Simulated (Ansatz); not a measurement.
**CH3BBrClSi: up Jacob's ladder to CCSD(T)**

The task here is to estimate one member of a computed series from the others.

Computed with Ansatz 0.2.0, Gaussian basis. Level: functionals in def2-TZVPP, the program's frozen cores in correlated methods.

Plan: LDA (SPW92), PBE-D4, revPBE-D4, BLYP-D4, r2SCAN-D4, B97M-V, PBE0-D4, B3LYP-D4, r2SCANh-D4, r2SCAN0-D4, HSE06-D4, BHLYP-D4, CAM-B3LYP-D4, LC-ωPBE, ωB97X-V, ωB97M-V, B2PLYP, PBE-QIDH; CCSD(T)/def2-SVP; CCSD(T)/def2-TZVPP; MP2/def2-QZVPP; extrapolation to the limit; RPA on PBE.

### The relaxed structure

All runs share one geometry, relaxed beforehand with PBE0-D4 in a triple-zeta def2 set.

SMILES `ClB1[SiH2]C1Br`, 8 atoms, charge 0, spin multiplicity 1.

Atoms are counted from 1 here; the program's logs count them from 0.

Bond lengths: Cl1–B2 1.718 Å, B2–Si3 1.939 Å, B2–C4 1.500 Å, Si3–C4 1.973 Å, Si3–H6 1.479 Å, Si3–H7 1.483 Å, C4–Br5 1.913 Å, C4–H8 1.093 Å. Angles: Cl1–B2–Si3 142.0°, Cl1–B2–C4 135.1°, Si3–B2–C4 68.7°, B2–Si3–C4 45.1°, B2–Si3–H6 128.0°, B2–Si3–H7 119.3°, C4–Si3–H6 107.6°, C4–Si3–H7 123.2°, H6–Si3–H7 112.4°, B2–C4–Si3 66.3°, B2–C4–Br5 126.3°, B2–C4–H8 116.1°, Si3–C4–Br5 137.4°, Si3–C4–H8 93.1°, Br5–C4–H8 109.9°.

Coordinates:

```xyz
8
CH3BBrClSi
Cl   -2.60886   -0.77143    0.38648
B    -1.07494    0.00157    0.33672
Si    0.77024   -0.22872    0.88719
C    -0.12562    0.41099   -0.75023
Br   -0.22316   -0.09791   -2.59130
H     1.73269    0.81311    1.30811
H     1.32022   -1.59857    1.03034
H     0.30162    1.41376   -0.66311
```

Set-up of the first run:

The input, in.yaml:

```yaml
crystal:
  periodic: [false, false, false]
  atoms:
    - {symbol: Cl, position_ang: [-2.608856, -0.771432, 0.386484]}
    - {symbol: B, position_ang: [-1.074937, 0.001574, 0.336718]}
    - {symbol: Si, position_ang: [0.770243, -0.228721, 0.887188]}
    - {symbol: C, position_ang: [-0.125616, 0.410990, -0.750228]}
    - {symbol: Br, position_ang: [-0.223163, -0.097910, -2.591303]}
    - {symbol: H, position_ang: [1.732693, 0.813107, 1.308109]}
    - {symbol: H, position_ang: [1.320222, -1.598573, 1.030342]}
    - {symbol: H, position_ang: [0.301615, 1.413765, -0.663110]}
basis:
  gaussian: {orbitals: def2-TZVPP}
hamiltonian: {xc: lda}
output: {orbitals: {seedname: orbitals}}
```

Run with:

```console
> ansatz run in.yaml --threads 4 --pin off --events-out ev --progress --plain --max-ram 10444MiB
```

Steps of the session up to this table: LDA; PBE-D4 (GGA); revPBE-D4 (GGA); BLYP-D4 (GGA); r2SCAN-D4 (meta-GGA); B97M-V (meta-GGA); B3LYP-D4 (hybrid); r2SCANh-D4 (hybrid); r2SCAN0-D4 (hybrid); HSE06-D4 (hybrid); BHLYP-D4 (hybrid); CAM-B3LYP-D4 (range-separated); LC-ωPBE (range-separated); ωB97X-V (range-separated); ωB97M-V (range-separated); B2PLYP (double hybrid); PBE-QIDH (double hybrid).

One of the session's tables, all rows but one given; the rest of the session is left out.

It belongs to the step «Orbital energies across the functionals». 

| functional | HOMO (eV) | LUMO (eV) | gap (eV) |
| --- | --- | --- | --- |
| LDA (SPW92) | -6.24 | -3.31 | 2.93 |
| PBE-D4 | -6.10 | -3.10 | 3.00 |
| revPBE-D4 | -6.04 | -3.02 | 3.03 |
| BLYP-D4 | -5.93 | -2.89 | 3.03 |
| r2SCAN-D4 | -6.33 | -2.94 | 3.39 |
| B97M-V | -6.37 | -2.87 | 3.49 |
| PBE0-D4 | -7.15 | -2.24 | 4.91 |
| B3LYP-D4 | ? | ? | ? |
| r2SCANh-D4 | -6.71 | -2.62 | 4.09 |
| r2SCAN0-D4 | -7.30 | -2.15 | 5.15 |
| HSE06-D4 | -6.76 | -2.62 | 4.15 |
| BHLYP-D4 | -8.06 | -1.17 | 6.89 |
| CAM-B3LYP-D4 | -8.36 | -1.07 | 7.29 |
| LC-ωPBE | -9.65 | -0.02 | 9.63 |
| ωB97X-V | -9.32 | -0.08 | 9.25 |
| ωB97M-V | -9.16 | -0.23 | 8.93 |

Estimate the missing values for B3LYP-D4.

Worked estimate for «HOMO (eV)». Against the share of exact exchange, BLYP-D4 (0, -5.93), BHLYP-D4 (0.5, -8.06) give a slope of -4.26 per unit share; at 0.2 the line stands at -6.78.

The run gave: HOMO (eV): -6.93; LUMO (eV): -2.37; gap (eV): 4.56. In «HOMO (eV)» the line misses by +0.15.
